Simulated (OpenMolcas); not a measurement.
# A workflow on B

Aim: a series of 9 runs (ROHF/def2-TZVP, CASSCF(3,4)/def2-TZVP, CASPT2(3,4)/def2-TZVP, CASPT2[IPEA 0](3,4)/def2-TZVP, SC-NEVPT2(3,4)/def2-TZVP, PC-NEVPT2(3,4)/def2-TZVP, MC-PDFT[tPBE](3,4)/def2-TZVP, MC-PDFT[ftPBE](3,4)/def2-TZVP, and more) of B. 

Program for the calculation: OpenMolcas 26.06.

52 further runs of the same task are left out: 52 set aside as unsound or not needed.

### 1 A single-point energy at ROHF/def2-TZVP (run 1)

step1.input reads:

```
&GATEWAY
 BASLIB = $CurrDir
 COORD
 1
 angstrom
 B        0.000000       0.000000       0.000000
 BASIS = def2-TZVP
 GROUP = NoSym

&SEWARD

&SCF
 UHF
 SPIN = 2
 PRORBITALS = 0

&RASSCF
 FILEORB = $Project.UnaOrb
 SPIN = 2
 NACTEL = 1 0 0
 INACTIVE = 2
 RAS2 = 1
 OUTORBITALS = Canonical
 ORBLISTING = NoCore
```

The basis set def2-TZVP is read from a file made from the Basis Set Exchange's data (not shown).

On the command line:

```sh
$ export MOLCAS_MEM=1860
$ pymolcas step1.input > step1.log
```

Log:

```text
--- Start Module: gateway ---
[...]
--- Stop Module: gateway /rc=_RC_ALL_IS_WELL_ ---
[...]
      Basis functions           31
[...]
--- Start Module: scf ---
[...]
       Convergence after   8 Iterations
[...]
::    Total SCF energy                                -24.5323327659
[...]
      Total spin, S                                     0.5053399173
[...]
--- Stop Module: scf /rc=_RC_ALL_IS_WELL_ ---
--- Start Module: rasscf ---
[...]
      Number of active orbitals                  1
[...]
      Spin quantum number                      0.5
[...]
      Active orbitals                            1
[...]
      Number of CSFs                             1
[...]
      Number of root(s) required                 1
[...]
      Convergence after  8 iterations
[...]
      printout of CI-coefficients larger than  0.05 for root  1
      energy=     -24.528390
      conf/sym  1     Coeff  Weight
             1  u   1.00000 1.00000
      Natural orbitals and occupation numbers for root  1
      sym 1:   1.000000
      ************************************************************************************************************************
      *                                                    Final results                                                     *
[...]
::    RASSCF root number  1 Total energy:    -24.52839039
[...]
      Total electronic charge=    5.000000
      Total            charge=   -0.000000
[...]
      Dipole Moment (debye):
      Origin of the operator (angstrom)=    0.0000    0.0000    0.0000
                   X= -2.4528E-14               Y= -4.7404E-16               Z= -3.4604E-16           Total=  2.4535E-14
      Quadrupole Moment (debye*angstrom):
[...]
--- Stop Module: rasscf /rc=_RC_ALL_IS_WELL_ ---
[...]
```

It took 2.4 s on 1 thread of Arm Neoverse V2, shared host; peak memory 0.37 GiB.

### 2 The B atom: a single-point energy at CASSCF(3,4)/def2-TZVP (run 2)

step2.inp reads:

```
* B CASSCF

&GATEWAY
 BASLIB=$CurrDir
 COORD
 1
 angstrom
 B        0.000000       0.000000       0.000000
 BASIS=def2-TZVP
 GROUP=NoSym

&SEWARD

&RASSCF
 FILEORB=$CurrDir/step1.RasOrb
 SPIN=2
 NACTEL=3 0 0
 INACTIVE=1
 RAS2=4
 ORBLISTING=NoCore
 ORBAPPEAR=Compact
```

The basis set def2-TZVP is read from a file made from the Basis Set Exchange's data (not shown).

On the command line:

```sh
$ export MOLCAS_MEM=1860
$ pymolcas step2.inp > step2.log
```

Log:

```text
--- Start Module: gateway ---
[...]
--- Stop Module: gateway /rc=_RC_ALL_IS_WELL_ ---
--- Start Module: seward ---
[...]
      Basis functions           31
--- Stop Module: seward /rc=_RC_ALL_IS_WELL_ ---
--- Start Module: rasscf ---
[...]
      Number of active orbitals                  4
[...]
      Spin quantum number                      0.5
[...]
      Active orbitals                            4
[...]
      Number of CSFs                            20
[...]
      Number of root(s) required                 1
[...]
      Convergence after 11 iterations
[...]
      printout of CI-coefficients larger than  0.05 for root  1
      energy=     -24.562603
      conf/sym  1111     Coeff  Weight
             1  2u00  -0.97195 0.94468
            15  0u20  -0.16631 0.02766
            18  0u02  -0.16631 0.02766
      Natural orbitals and occupation numbers for root  1
      sym 1:   1.889368   1.000000   0.055316   0.055316
      ************************************************************************************************************************
      *                                                    Final results                                                     *
[...]
::    RASSCF root number  1 Total energy:    -24.56260344
[...]
      Total electronic charge=    5.000000
      Total            charge=   -0.000000
[...]
      Dipole Moment (debye):
      Origin of the operator (angstrom)=    0.0000    0.0000    0.0000
                   X= -3.8499E-14               Y= -2.6562E-16               Z= -1.0973E-14           Total=  4.0033E-14
      Quadrupole Moment (debye*angstrom):
[...]
--- Stop Module: rasscf /rc=_RC_ALL_IS_WELL_ ---
[...]
```

Wall time 1.9 s (1 thread of Arm Neoverse V2, shared host); peak memory 0.37 GiB.

Runs 3 to 7 aren't shown in full; the table further down has their settings and results.

### 3 The B atom: the energy at MC-PDFT[ftPBE](3,4)/def2-TZVP (run 8)

step8.inp reads:

```
&GATEWAY
 BasLib=$CurrDir
 Coord
 1
 angstrom
 B        0.000000       0.000000       0.000000
 Basis=def2-TZVP
 Group=NoSym

&SEWARD

&RASSCF
 FileOrb=$CurrDir/step2.RasOrb
 Spin=2
 Nactel=3 0 0
 Inactive=1
 Ras2=4
 OrbListing=NoCore
 OrbAppear=Compact

&MCPDFT
 KSDFT=FT:PBE
```

The basis set def2-TZVP is read from a file made from the Basis Set Exchange's data (not shown).

On the command line:

```sh
$ export MOLCAS_MEM=1860
$ pymolcas step8.inp > step8.log
```

Log:

```text
--- Start Module: gateway ---
[...]
--- Stop Module: gateway /rc=_RC_ALL_IS_WELL_ ---
[...]
      Basis functions           31
[...]
--- Start Module: rasscf ---
[...]
      Number of active orbitals                  4
[...]
      Spin quantum number                      0.5
[...]
      Active orbitals                            4
[...]
      Number of CSFs                            20
[...]
      Number of root(s) required                 1
[...]
      Convergence after  4 iterations
[...]
      printout of CI-coefficients larger than  0.05 for root  1
      energy=     -24.562603
      conf/sym  1111     Coeff  Weight
             1  2u00  -0.97195 0.94468
            15  0u20  -0.16631 0.02766
            18  0u02  -0.16631 0.02766
      Natural orbitals and occupation numbers for root  1
      sym 1:   1.889368   1.000000   0.055316   0.055316
      ************************************************************************************************************************
      *                                                    Final results                                                     *
[...]
::    RASSCF root number  1 Total energy:    -24.56260344
[...]
      Total electronic charge=    5.000000
      Total            charge=   -0.000000
[...]
      Dipole Moment (debye):
      Origin of the operator (angstrom)=    0.0000    0.0000    0.0000
                   X= -2.6411E-14               Y= -1.0651E-14               Z= -1.5570E-14           Total=  3.2456E-14
      Quadrupole Moment (debye*angstrom):
[...]
--- Stop Module: rasscf /rc=_RC_ALL_IS_WELL_ ---
--- Start Module: mcpdft ---
[...]
 ###    WARNING: Deprecation warning: KSDF should be replaced                ###
 ###    with FUNC keyword                                                    ###
 ###############################################################################
[...]
::    MCPDFT root number  1 Total energy:    -24.62234045
--- Stop Module: mcpdft /rc=_RC_ALL_IS_WELL_ ---
[...]
```

It took 2.2 s on 1 thread of Arm Neoverse V2, shared host; peak memory 0.37 GiB.

### 4 The B atom: the energy at MRCI(3,4)/def2-TZVP (run 9)

step9.inp reads:

```
&GATEWAY
 BasLib
 $CurrDir
 Coord
 1
 angstrom
 B        0.000000       0.000000       0.000000
 Basis
 def2-TZVP
 Group
 NoSym

&SEWARD

&RASSCF
 FileOrb
 $CurrDir/step2.RasOrb
 Spin
 2
 Nactel
 3 0 0
 Inactive
 1
 Ras2
 4
 OrbListing
 NoCore
 OrbAppear
 Compact

&MOTRA
 LumOrb
 Frozen
 1

&GUGA
 Electrons
 3
 Spin
 2
 Inactive
 0
 Active
 4
 CIAll
 1

&MRCI
 SDCI
```

The basis set def2-TZVP is read from a file made from the Basis Set Exchange's data (not shown).

Run the same way, it converges to -24.59829 Eh (log not shown).

### 5 Overview of the runs

| run | level | active rule | inactive | energy (Eh) | dipole moment (D) of the reference | wall time |
| --- | --- | --- | --- | --- | --- | --- |
| 1 | ROHF/def2-TZVP | – | – | -24.528390 | 0.00 | 2.4 s |
| 2 | CASSCF(3,4)/def2-TZVP | full valence | 1 | -24.562603 | 0.00 | 1.9 s |
| 3 | CASPT2(3,4)/def2-TZVP | full valence | 1 | -24.589407 | 0.00 | 1.9 s |
| 4 | CASPT2[IPEA 0](3,4)/def2-TZVP | full valence | 1 | -24.593466 | 0.00 | 1.9 s |
| 5 | SC-NEVPT2(3,4)/def2-TZVP | full valence | 1 | -24.589565 | 0.00 | 1.8 s |
| 6 | PC-NEVPT2(3,4)/def2-TZVP | full valence | 1 | -24.589654 | 0.00 | 1.9 s |
| 7 | MC-PDFT[tPBE](3,4)/def2-TZVP | full valence | 1 | -24.612463 | 0.00 | 1.9 s |
| 8 | MC-PDFT[ftPBE](3,4)/def2-TZVP | full valence | 1 | -24.622340 | 0.00 | 2.2 s |
| 9 | MRCI(3,4)/def2-TZVP | full valence | 1 | -24.598293 | 0.00 | 2.5 s |

### 6 What came out

```
                                     quantity         value
                  B atom, run 9: total energy  -24.59829 Eh
B atom, run 9: dipole moment (CASSCF density)        0.00 D
```

In words: Below the ROHF energy at the same shape and in the same basis (def2-TZVP): CASSCF(3,4) -34.2 mEh; CASPT2(3,4) -61.0 mEh; CASPT2[IPEA 0](3,4) -65.1 mEh; SC-NEVPT2(3,4) -61.2 mEh; PC-NEVPT2(3,4) -61.3 mEh; MRCI(3,4) -69.9 mEh. Active-space methods hold only the correlation inside their space unless a perturbation or CI step follows. All runs together took 18 s, the longest 2.5 s.
